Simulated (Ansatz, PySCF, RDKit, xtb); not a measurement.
**AlSiHOF: from the formula to a structure**

Only the formula AlSiHOF is given (odd number of electrons). Aim: find the structure of lowest free energy at 298.15 K, then its properties.

The funnel: GFN2-xTB relaxations, single points with a density functional, relaxations at B3LYP/6-31G*, harmonic vibrations, and a last energy at a higher level. All values are calculated.

6 further runs of the same task are left out: 6 set aside as unsound or not needed.

### 1 Drawing up candidates

All bonding patterns within simple valence rules are listed by program: one Lewis structure each, at most two rings and one unusual centre or charged pair. O–O, O–halogen and N–halogen bonds and N–N–N chains are not drawn. That gives 18 candidates.

c087 O=[SiH][Al][F]; c104 F[SiH][O][Al]; c149 [O][Al]([F])[SiH]; c166 [F][Al][O][SiH]; c256 F[Si@@H]1[O][Al]1; c274 O=[Si][AlH][F]; c276 O[Si](F)[Al]; c341 [O][Si@H](F)[Al]; c357 [OH][Al][Si]F; c438 [O][AlH][Si]F; c458 [F][Al]1[O][SiH]1; c597 F[Si-]1[OH+][Al]1; c663 [F][Al@@H-]1[O+]=[Si]1; c696 F[Si][O][AlH]; c765 O[Si][Al][F]; c799 F[Si]1[O][AlH]1; c831 [O-][Al+][SiH]F; c871 O=[Si](F)[AlH].

Candidates are built by distance geometry, with a force field where one applies, in up to four conformers (letters a to d). 10 starts with atoms placed at random are added, to find patterns that the rules miss.

Q: Predict the outcome of this search (final energies at CCSD(T)/def2-SVP + MP2/def2-TZVPP - MP2/def2-SVP).

| quantity | value |
| --- | --- |
| lowest structure found | [F][Al@@H-]1[O+]=[Si]1, doublet, C1 |
| next finalist | F[Si][O][AlH], doublet, 4.6 kcal/mol higher in G |
| share at equilibrium, among the finalists | 100.0 % |
| harmonic wavenumbers, lowest and highest (B3LYP/6-31G*) | 103 and 2015 cm⁻¹ |
| rotational constants, same geometry | 0.4547, 0.08459, 0.07988 cm⁻¹ |
| dipole moment (PBE0/def2-TZVPD) | 1.92 D |
| HOMO energy (highest over α and β) (PBE0/def2-TZVPD) | -5.50 eV |
| LUMO energy (lowest over α and β) (PBE0/def2-TZVPD) | -2.74 eV |
| vertical ionisation energy (to the singlet cation) | 7.69 eV |
| vertical electron affinity | 0.74 eV |
| vertical quartet less doublet | +3.38 eV |

The lowest structure found is `[F][Al@@H-]1[O+]=[Si]1`. The margin of 4.6 kcal/mol over the next finalist is beyond the usual error of the last level; it says nothing of structures that weren't ranked. GFN2-xTB, HF/STO-3G, r2SCAN-D4/def2-SVP, B3LYP/6-31G*, HF/def2-SVP and MP2/def2-SVP already put its bonding pattern lowest among the structures in one piece. The stability test raises a flag; for an open shell a flag towards a general spinor solution can be the free rotation of the spin. The search is not exhaustive (a finite list of starts, one conformer a finalist), so a lower isomer can't be ruled out.
